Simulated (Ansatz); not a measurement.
AlB2H6N, SMILES B[BH][AlH][NH2], vertical energies of changing the electron count

Program: Ansatz 0.2.0 through its Python package.

Typed at the interpreter:
```pycon
>>> import ansatz as az
>>> BASIS = "def2-SVPD"
>>> METHOD = "mp2"
>>> def energy(molecule, charge=0, unpaired=0):
...     calc = (
...         molecule.calculation()
...         .basis(gaussian=BASIS)
...         .correlation(METHOD)
...     )
...     if charge:
...         calc = calc.charge(charge)
...     if unpaired:
...         calc = calc.spin("collinear", total=unpaired)
...     return calc.run().report["free_energy_ev"]
...
>>> GEOMETRY = """
... B    -0.25140    1.00360   -1.51160
... B    -0.42630   -0.55760   -1.12690
... Al    0.01570   -1.18390    0.76860
... N     0.69950    0.09700    2.08250
... H    -0.56790    1.39970   -2.63340
... H     0.05670    1.85060   -0.71840
... H    -0.75280   -1.33590   -1.93060
... H    -0.03040   -2.71330    1.16130
... H    -0.12520    0.82160    2.20090
... H     1.46520    0.56720    1.71050
... """
>>> mol = az.Crystal.molecule()
>>> for line in GEOMETRY.strip().splitlines():
...     symbol, *xyz = line.split()
...     mol = mol.atom(symbol, [float(v) for v in xyz])
...
>>> # total-energy differences at one geometry
>>> parent = energy(mol, 0, 0)

>>> cation = energy(mol, 1, 1)
>>> print(f"E(N)   = {parent:.5f} eV")
E(N)   = -9507.31731 eV
>>> print(f"E(N-1) = {cation:.5f} eV  (1 unpaired)")
E(N-1) = -9498.13311 eV  (1 unpaired)
>>> print(f"vertical ionisation energy {cation - parent:.3f} eV")
vertical ionisation energy 9.184 eV
>>> anion = energy(mol, -1, 1)
>>> print(f"E(N+1) = {anion:.5f} eV  (1 unpaired)")
E(N+1) = -9509.61831 eV  (1 unpaired)
>>> print(f"vertical electron affinity {parent - anion:.3f} eV" + ("" if anion < parent else " (unbound in this basis)"))
vertical electron affinity 2.301 eV
>>> print(f"fundamental gap IP - EA = {cation + anion - 2 * parent:.3f} eV")
fundamental gap IP - EA = 6.883 eV
```

At this unrelaxed geometry removing an electron costs 9.18 eV and adding one releases 2.30 eV.

Total energies depend on the basis set; only differences at equal settings carry meaning. The geometry is a force-field or estimated start, not a minimum of this method, and the basis set is short of its limit. All parts are taken at fixed geometry, without zero-point energy. At an unrelaxed start these energies can be a whole eV from those at the minimum, and a small affinity can change sign. Timing: 83 s on 1 thread of Arm Neoverse N1 (shared host), peak memory 0.4 GiB.

(Lines on the test bed's own set-up are left out of the output.)
